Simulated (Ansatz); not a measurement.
Crystal: CsLiCr2Te2S3.

```
Cs Li Cr Te S
1.0
     3.31929    1.91639    6.87982
    -3.31929    1.91639    6.87982
     0.00000   -3.83279    6.87982
Cs Li Cr Te S
1 1 2 2 3
Direct
  0.00000 0.00000 0.00000
  0.50000 0.50000 0.50000
  0.79848 0.79848 0.79848
  0.20152 0.20152 0.20152
  0.67990 0.67990 0.67990
  0.32010 0.32010 0.32010
  0.13626 0.86374 0.50000
  0.50000 0.13626 0.86374
  0.86374 0.50000 0.13626
```

The cell was built by a generator and needn't be a form met in nature.

| Item | Value |
| --- | --- |
| Program | Ansatz 0.2.0 |
| Task | relaxation of cell and atoms |
| Functional | r2SCAN |
| Potentials or basis | Ansatz PAW |
| Cutoff | 500 eV (not typed: the program's choice for these potentials) |
| k mesh | 4 × 4 × 4 |
| Occupations | fermi-dirac, width 0.05 eV |
| Spin | collinear spin, ferromagnetic start |
| Starting moments | [0.0, 0.0, 3.0, 3.0, 0.0, 0.0, 0.0, 0.0, 0.0] μB |

At the start: volume 29.18 Å³/atom.

Task: How do energy, volume and symmetry change on relaxing?

Result: It ends after 6 steps and the volume is 28.35 Å³/atom (-2.8 %); space group R32 (No. 155, to 0.05 Å); moment 4.00 μB per cell.

The path:
```
step  energy change (eV)  largest force (eV/Å)  volume (Å³)
   1              0.0000                0.2229       262.58
   2             -0.0201                0.0408       259.50
   3             -0.0284                0.0378       256.24
   4             -0.0294                0.0148       255.26
   5             -0.0295                0.0075       255.17
   6             -0.0285                0.0076       255.17
```

Final structure:
```xyz
9
Lattice="3.3303 1.9227 6.6418 -3.3303 1.9227 6.6418 0.0000 -3.8455 6.6418" Properties=species:S:1:pos:R:3 pbc="T T T"
Cs    0.0000    0.0000    0.0000
Li    0.0000    0.0000    9.9627
Cr    0.0000    0.0000   15.8879
Cr    0.0000    0.0000    4.0375
Te    0.0000    0.0000   13.4195
Te    0.0000    0.0000    6.5059
S    -2.4117    0.0000    9.9627
S     1.2059   -2.0886    9.9627
S     1.2059    2.0886    9.9627
```

Caveat: the magnetic or orbital state may not be the lowest; the plane-wave basis is chosen anew once the cell has moved, so the energies of steps on either side of that aren't comparable; only a ferromagnetic start was run, and an antiferromagnetic order may lie lower in energy; the PAW data sets come from PBE, with cores solved anew for the run's functional, which leaves a small shift of forces and pressure.
